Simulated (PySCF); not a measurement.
Runs of PySCF 2.14.0 on SGaH3. The cell holds a molecule in a box, 5 atoms: a = 12.000 Å, b = 12.000 Å, c = 12.000 Å, α = 90.00°, β = 90.00°, γ = 90.00°. 

```tsv
task	level	conv_tol	grid for exchange and correlation	three-centre integrals	frozen core bands	exxdiv	gap on the mesh (eV)
atomic charges	TM	1e-07 Ha	Becke, atom-centred	read from an earlier run's file	-	-	4.93
excitation energies (Tamm-Dancoff)	PBE0	1e-08 Ha	Becke, atom-centred	read from an earlier run's file	14	ewald	6.84
atomic charges	HCTH407+D3	1e-07 Ha	Becke, atom-centred	read from an earlier run's file	-	-	4.93
atomic charges	PBE	1e-07 Ha	Becke, atom-centred	-	-	-	(b)
atomic charges	B3LYP+D3	1e-07 Ha	Becke, atom-centred	read from an earlier run's file	-	ewald	(a)
MP2 correlation energy	HF	1e-08 Ha	-	read from an earlier run's file	14	ewald	13.00
atomic charges	r2SCAN	1e-07 Ha	Becke, atom-centred	read from an earlier run's file	-	-	5.28
```

Alike in all rows: potentials or basis pob-tzvp-rev2 (all-electron); no spin polarisation; cell as given; k mesh 1 × 1 × 1; smearing fixed.

Problem. Estimate the missing entries.

Solution. (a) 6.31; (b) 4.77.

Caveats: this is a molecule in a periodic box at the Γ point, so its band gap is the HOMO-LUMO gap; relativity is left out, which matters for the heavier elements; the basis of atomic orbitals isn't converged, which shifts pressures, moduli and gaps; the basis is small and the box finite, so much correlation energy is missing and levels can be off by tenths of an eV (some runs); the iterative solver can pass over a root and still report convergence (some runs).

A k mesh can miss the band edges, and the runs leave out spin-orbit coupling on Ga.
